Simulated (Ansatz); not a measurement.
# PbO: equation of state

An exercise on one series of results from a longer session: the logs are not shown, and one member is left open.

Computed with Ansatz 0.2.0 (DFT LDA, scalar-relativistic, unless a step's input says otherwise).

### Starting point

It takes space group P4/nmm (No. 129, tetragonal). Conventional cell: a = 3.974 Å, b = 3.974 Å, c = 5.022 Å, α = 90.00°, β = 90.00°, γ = 90.00°. Pb (site symmetry 4mm) is surrounded by 4 O at 2.31 Å. Around O (site symmetry -4m2) lie 4 Pb at 2.31 Å.

Structure file:

```xyz
4
Lattice="3.9744 0.0000 0.0000 0.0000 3.9744 0.0000 0.0000 0.0000 5.0220" Properties=species:S:1:pos:R:3 pbc="T T T"
Pb    0.0000    1.9872    1.1807
Pb    1.9872    0.0000    3.8413
O     0.0000    0.0000    0.0000
O     1.9872    1.9872    0.0000
```

Atoms are numbered in the order of the input: Pb1, Pb2, O3, O4.

The first run:

Input file input.yaml:

```yaml
crystal:
  lattice:
    - [3.9206853073, 0.0, 0.0]
    - [0.0, 3.9206853073, 0.0]
    - [0.0, 0.0, 4.9541268149]
  atoms:
    - { symbol: Pb, position: [0.0, 0.5, 0.2351] }
    - { symbol: Pb, position: [0.5, 0.0, 0.7649] }
    - { symbol: O, position: [0.0, 0.0, 0.0] }
    - { symbol: O, position: [0.5, 0.5, 0.0] }
kpoints:
  mp_grid: { grid: [7, 7, 6] }
  band_path:
    path:
      - [0.0, 0.0, 0.0]
      - [0.0, 0.5, 0.0]
      - [0.5, 0.5, 0.0]
      - [0.0, 0.0, 0.0]
      - [0.0, 0.0, 0.5]
      - [0.0, 0.5, 0.5]
      - [0.5, 0.5, 0.5]
      - [0.0, 0.0, 0.5]
      - [0.0, 0.5, 0.0]
    npoints: 5
scf:
  occupations: { method: fermi_dirac, width: 0.03 }
hamiltonian:
  xc: lda
  pseudopotentials: { kind: all_electron, lapw: { basis_error: 0.001 } }
output:
  forces: true
  stress: true
  eigenvalues: true
```

Command:

```bash
> ansatz run input.yaml --threads 1 --pin off --max-ram 4096MiB --backend cpu --events-out ev --progress --plain --runs-dir out
```

Among the steps run: Volume × 0.96, LAPW; Volume × 0.96, PAW; Volume × 0.96, crystal datasets; Volume × 0.99, LAPW; Volume × 0.99, PAW; Volume × 0.99, crystal datasets; Volume × 1.02, LAPW; Volume × 1.02, PAW; Volume × 1.02, crystal datasets; Volume × 1.06, LAPW; Volume × 1.06, PAW; Volume × 1.06, crystal datasets.

One of the session's tables, all rows but one given; the rest of the session is left out.

```
          method  volume (Å³/atom)  pressure (GPa)  gap on the k mesh (eV)  largest force (eV/Å)
            LAPW            19.038            1.89                    1.40                 0.420
            LAPW            19.633           -0.96                    1.45                 0.025
            LAPW            20.228           -3.36                    1.49                 0.422
            LAPW            21.022           -5.98                    1.53                 0.886
             PAW            19.038            1.84                    1.41                 0.413
             PAW            19.633           -1.00                    1.45                 0.031
             PAW            20.228           -3.40                    1.49                 0.428
             PAW            21.022           -6.02                    1.54                 0.891
crystal datasets            19.038            1.89                    1.40                 0.421
crystal datasets            19.633           -0.96                    1.45                 0.025
crystal datasets            20.228           -3.36                    1.49                 0.422
crystal datasets            21.022               ?                       ?                     ?
```

Q: Estimate the row for crystal datasets, 21.022 from the others.

**Answer.** pressure (GPa): -5.99; gap on the k mesh (eV): 1.53; largest force (eV/Å): 0.886. In the column «pressure (GPa)» it lies between PAW, 21.022 (-6.02) and LAPW, 21.022 (-5.98).

To keep in mind: Shape and positions are held, so a fully relaxed modulus can be lower. Warnings in the runs' records: gradients without spin orbit, crystal datasets made.
